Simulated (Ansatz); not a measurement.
# C2H4Sn: vertical ionisation energy

How much energy removes an electron from C2H4Sn at fixed geometry? The cation is run at each level and the neutral's energy taken from earlier runs.

The runs use Ansatz 0.2.0, Gaussian basis; unrestricted cation, the program's frozen cores in correlated methods.

The runs, in order: UKS PBE-D4/def2-TZVPP; UKS r2SCAN-D4/def2-TZVPP; UKS PBE0-D4/def2-TZVPP; UKS B3LYP-D4/def2-TZVPP; UKS wB97X-V/def2-TZVPP; UKS wB97M-V/def2-TZVPP; UKS B2PLYP/def2-TZVPP; UHF-CCSD(T)/def2-TZVPP; UHF-CCSD(T)/def2-QZVPP; extrapolation to the limit; then −ε(HOMO) from the neutral's earlier runs with LDA (SPW92), PBE-D4, revPBE-D4, BLYP-D4, r2SCAN-D4, B97M-V, PBE0-D4, B3LYP-D4, r2SCANh-D4, r2SCAN0-D4, HSE06-D4, BHLYP-D4, CAM-B3LYP-D4, LC-ωPBE, ωB97X-V, ωB97M-V.

**1. Structure used throughout**

An earlier PBE0-D4 in a triple-zeta def2 set relaxation fixed the geometry. Sn takes the def2 core potential; no spin-orbit term is included.

7 atoms, charge 0, spin multiplicity 1.

Atoms are counted from 1 here; the program's logs count them from 0.

Bond lengths: C1–C2 1.206 Å, C1–H4 1.066 Å, C2–Sn3 2.081 Å, Sn3–H5 1.701 Å, Sn3–H6 1.701 Å, Sn3–H7 1.701 Å. Angles: C2–C1–H4 180.0°, C1–C2–Sn3 180.0°, C2–Sn3–H5 108.0°, C2–Sn3–H6 108.0°, C2–Sn3–H7 108.0°, H5–Sn3–H6 110.9°, H5–Sn3–H7 110.9°, H6–Sn3–H7 110.9°.

**2. Cation, UKS PBE-D4/def2-TZVPP**

The input, in.yaml:

```yaml
crystal:
  periodic: [false, false, false]
  atoms:
    - {symbol: C, position_ang: [-0.891978, -1.923724, 0.189052]}
    - {symbol: C, position_ang: [-0.380648, -0.836797, 0.077890]}
    - {symbol: Sn, position_ang: [0.501989, 1.038438, -0.113639]}
    - {symbol: H, position_ang: [-1.344050, -2.884333, 0.287317]}
    - {symbol: H, position_ang: [0.178316, 1.615286, -1.680827]}
    - {symbol: H, position_ang: [-0.178056, 2.062999, 1.061696]}
    - {symbol: H, position_ang: [2.175626, 0.860231, 0.132910]}
basis:
  gaussian: {orbitals: def2-TZVPP}
total_charge: 1
magnetization: {spin_polarized: true, initial_magnetization: 1}
hamiltonian: {xc: pbe, dispersion: d4}
```

Started as:

```bash
$ ansatz run in.yaml --threads 2 --pin off --events-out ev --progress --plain --max-ram 31744MiB --backend cpu
```

After this run come: Cation, UKS r2SCAN-D4/def2-TZVPP; Cation, UKS PBE0-D4/def2-TZVPP; Cation, UKS B3LYP-D4/def2-TZVPP; Cation, UKS wB97X-V/def2-TZVPP; Cation, UKS wB97M-V/def2-TZVPP; Cation, UKS B2PLYP (frozen core)/def2-TZVPP; Cation, UHF-CCSD(T)/def2-TZVPP; Cation, UHF-CCSD(T)/def2-QZVPP.

**Question.** What will the summary of the whole plan be? Wanted: ionisation energy, CCSD(T)/CBS; nearest functional by difference; nearest −ε(HOMO); −ε(HOMO) of PBE; T1 of the cation.

The runs gave:

| quantity | value |
| --- | --- |
| ionisation energy, CCSD(T)/CBS | 10.70 eV |
| nearest functional by difference | B2PLYP (-0.23 eV) |
| nearest −ε(HOMO) | LC-ωPBE (+0.20 eV) |
| −ε(HOMO) of PBE | 6.90 eV |
| T1 of the cation | 0.028 |

**Reading.** By cation minus neutral, the functionals miss by 0.65 eV at most. −ε(HOMO) of PBE misses by 3.8 eV, since self-interaction lifts the level. Among orbital estimates LC-ωPBE comes nearest. Hartree-Fock falls 1.60 eV short, as the neutral has more correlation energy than the cation. Correlated methods include outer-core shells of Sn, which these sets cover unevenly. With outer-core shells in play the reference is unsure by up to some tenths of an eV, so close misses can't be ranked.
